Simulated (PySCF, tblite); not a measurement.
**C7H11N2+: geometry, infrared bands and NMR shifts**

Wanted: the infrared bands and NMR shifts of C7H11N2+ (`C[NH2+]Cc1ccncc1`), by calculation.

Programs: tblite 0.8.0 and PySCF 2.14.0, with density-fitted response routines of our own. Each step states its level of theory. These are calculated values for one molecule in the gas phase, unless marked as measured. Atoms count from 0, in the outputs and in this text.

## (1) Starting geometry

20 atoms, charge 1, multiplicity 1; geometry from: force field or distance geometry start.

Bonds of the start (Å): C0–N1 1.47, N1–C2 1.51, C2–C3 1.49, C3–C4 1.39, C4–C5 1.38, C5–N6 1.35, N6–C7 1.35, C7–C8 1.39, C8–C3 1.41, C0–H9 1.09, C0–H10 1.10, C0–H11 1.10, N1–H12 1.01, N1–H13 1.03, C2–H14 1.09, C2–H15 1.11, C4–H16 1.09, C5–H17 1.08, C7–H18 1.09, C8–H19 1.08.

## (2) Optimising the geometry with GFN2-xTB

Job settings and geometry (Å):

```
{"job": {"kind": "relax", "xc": "GFN2-xTB", "basis": "xTB"}, "charge": 1, "multiplicity": 1}
C     -3.080500    -0.105100    -0.184200
N     -1.646000    -0.128300    -0.513300
C     -0.734100     0.143300     0.657100
C      0.694400     0.101800     0.226100
C      1.340800     1.237000    -0.240500
C      2.652900     1.128900    -0.670400
N      3.349200    -0.023500    -0.650600
C      2.726200    -1.114500    -0.168000
C      1.411800    -1.114300     0.270900
H     -3.637100    -0.321500    -1.100700
H     -3.343000     0.894200     0.181200
H     -3.295200    -0.869300     0.572800
H     -1.442100     0.547000    -1.239000
H     -1.388800    -1.050600    -0.900200
H     -0.960100    -0.591000     1.429000
H     -1.007500     1.138000     1.056600
H      0.853900     2.210500    -0.290500
H      3.206600     1.984100    -1.042800
H      3.318200    -2.023900    -0.151900
H      0.975100    -2.032000     0.646800
```

The run is started by

```bash
OMP_NUM_THREADS=1 python probes_run.py task.json out
```

One launch serves the whole session: the jobs run in the order shown.

**Question.** This job is followed by: GFN2-xTB harmonic vibrations, gas phase; GIAO PBE0/pcSseg-1 NMR shielding, non-relativistic, gas phase. Predict these results of the whole session: strongest single infrared mode (GFN2-xTB); zero-point energy (GFN2-xTB); 13C shifts against TMS (PBE0/pcSseg-1, means over atoms taken as alike); 1H shifts against TMS (PBE0/pcSseg-1, means over atoms taken as alike); 15N shifts against NH3 (PBE0/pcSseg-1).

As calculated:

| quantity | value |
| --- | --- |
| strongest single infrared mode (GFN2-xTB) | 1319 cm⁻¹, 65 km/mol |
| zero-point energy (GFN2-xTB) | 106.7 kcal/mol |
| 13C shifts against TMS (PBE0/pcSseg-1, means over atoms taken as alike) | 161.3, 138.5, 126.2, 61.0, 37.2 ppm |
| 1H shifts against TMS (PBE0/pcSseg-1, means over atoms taken as alike) | 9.70, 7.37, 4.53, 4.33, 3.49 ppm |
| 15N shifts against NH3 (PBE0/pcSseg-1) | 387.5, 79.7 ppm |

In words: The optimisation took 14 steps and gained 0.089 eV; among the close pairs (by a distance rule), C5–N6 changed most, from 1.347 to 1.318 Å. No mode is imaginary among the 54: a minimum at this level. The strongest single mode, at 1319 cm⁻¹, has its largest shares on H14, H15, H13 and H12 (the list is cut at 4 atoms). Unscaled tight-binding wavenumbers are off by several per cent, some by more. Its intensities can rank the bands wrongly. At PBE0/pcSseg-1: The largest span, 806 ppm, is at N6, where the paramagnetic term is -450 ppm. NICS(1)zz of -29 ppm above the planar ring from C3 marks a diatropic (aromatic) ring current.
